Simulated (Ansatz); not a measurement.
Na3Cl2:

```
Cl Na
1.0
     1.75995  -10.17026    0.00000
     1.75995   10.17026    0.00000
     0.00000    0.00000    3.52764
Cl Na
2 3
Direct
  0.08660 0.91340 0.50000
  0.91340 0.08660 0.50000
  0.66899 0.33101 0.00000
  0.33101 0.66899 0.00000
  0.50000 0.50000 0.00000
```

The cell comes from a database or a generator and needn't be the stable form of this composition.

- Program: Ansatz 0.2.0
- Task: relaxation of cell and atoms
- Functional: r2SCAN
- Dispersion: D4
- Potentials or basis: Ansatz PAW
- Cutoff: 500 eV (not typed: the program's choice for these potentials)
- k mesh: 8 × 8 × 8
- Occupations: fermi-dirac, width 0.05 eV
- Spin: no spin polarisation

At the start: volume 25.26 Å³/atom.

Task: Where does the relaxation end?

Result: It ends after 5 steps and the volume is 24.35 Å³/atom (-3.6 %); space group Cmmm (No. 65, to 0.05 Å).

Step by step:
```csv
step,energy change (eV),largest force (eV/Å),volume (Å³)
1,0.0000,0.1045,126.28
2,-0.0150,0.0429,124.54
3,-0.0194,0.0101,122.35
4,-0.0198,0.0041,121.74
5,-0.0195,0.0042,121.74
```

Final structure:
```xyz
5
Lattice="1.7360 -10.1330 0.0000 1.7360 10.1330 0.0000 0.0000 0.0000 3.4605" Properties=species:S:1:pos:R:3 pbc="T T T"
Cl    1.7360    8.4024    1.7303
Cl    1.7360   -8.4024    1.7303
Na    1.7360   -3.3881    0.0000
Na    1.7360    3.3881    0.0000
Na    1.7360    0.0000    0.0000
```

Caveat: the plane-wave basis is chosen anew once the cell has moved, so the energies of steps on either side of that aren't comparable; an odd number of electrons without spin polarisation forces a metal; a magnetic or distorted state may lie lower; pairwise dispersion overbinds metals, which lowers pressure and volume; the PAW data sets come from PBE, with cores solved anew for the run's functional, which leaves a small shift of forces and pressure.
